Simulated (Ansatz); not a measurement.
# AsH3Se (quintet): from Hartree-Fock to the top rungs, cc-pVDZ

An exercise on one series of results from a longer session: the logs are not shown, and one member is left open.

Program: Ansatz 0.2.0, Gaussian basis. Level of theory: cc-pVDZ, core rule «outside noble gas», up to 28 orbitals frozen. These are calculated values, not measurements.

Plan: UHF; CCSD(T) on ROHF; BCCD(T) on ROHF; CISD; CCSDT(Q) on ROHF; CCSDT(Q) on UHF; CASSCF and MRCISD+Q, 14 electrons in 11 orbitals; CASSCF and NEVPT2, 14 electrons in 11 orbitals.

35 further runs of the same task are left out: 23 that didn't finish, 12 set aside as unsound or not needed.

**The geometry**

The geometry is a PBE0/def2-TZVP stationary point (not a proven minimum) of the parent state, kept for this charge and spin. No spin-orbit coupling is included. The filled d shell of As, Se may be among the frozen orbitals whatever the setting's name suggests; the logs give the count.

5 atoms, charge 0, spin multiplicity 5.

Atoms are counted from 1 here; the program's logs count them from 0.

Bond lengths: As1–Se2 2.657 Å, As1–H3 1.557 Å, As1–H4 1.513 Å, Se2–H5 1.468 Å. Angles: Se2–As1–H3 169.2°, Se2–As1–H4 95.4°, H3–As1–H4 95.4°, As1–Se2–H5 89.3°.

Set-up of the first run:

in.yaml

```yaml
crystal:
  periodic: [false, false, false]
  atoms:
    - {symbol: As, position_ang: [0.000000, 0.033685, 1.342836]}
    - {symbol: Se, position_ang: [0.000000, -0.036157, -1.313151]}
    - {symbol: H, position_ang: [0.000000, 0.365459, 2.863701]}
    - {symbol: H, position_ang: [0.000000, -1.468395, 1.523770]}
    - {symbol: H, position_ang: [0.000000, 1.431545, -1.332750]}
basis:
  gaussian: {orbitals: cc-pVDZ}
magnetization: {spin_polarized: true, initial_magnetization: 4}
hamiltonian: {xc: hf}
output: {orbitals: {seedname: orbitals}}
```

On the command line:

```console
ansatz run in.yaml --threads 1 --pin off --events-out ev --progress --plain --max-ram 2393MiB
```

Steps of the session up to this table: UHF; CCSD(T) on ROHF; BCCD(T) on ROHF; CISD; CCSDT(Q) on ROHF; CCSDT(Q) on UHF; CASSCF and MRCISD+Q, 14 electrons in 11 orbitals; CASSCF and NEVPT2, 14 electrons in 11 orbitals.

One of the session's tables, all rows but one given; the rest of the session is left out.

It belongs to the step «Misses and costs». 

```
          method  from RCCSDT(Q) (meV)
            ROHF               +6933.0
            RMP2               +1273.3
            CISD                +776.4
           RCCSD                +207.0
        RCCSD(T)                     ?
         BCCD(T)                 +44.5
          RCCSDT                 +10.2
       RCCSDT(Q)                     0
  CASSCF valence               +5791.1
  NEVPT2 valence               +1310.1
  MRCISD valence                +556.7
MRCISD+Q valence                 +50.8
```

Estimate the missing values for RCCSD(T).

As computed: from RCCSDT(Q) (meV): +45.5. In the column «from RCCSDT(Q) (meV)» it lies between BCCD(T) (+44.5) and MRCISD+Q valence (+50.8).

Not comparable, so not listed: CCSDT(Q) on UHF (they don't share determinant, frozen orbitals or solution with the rows shown, or repeat one).
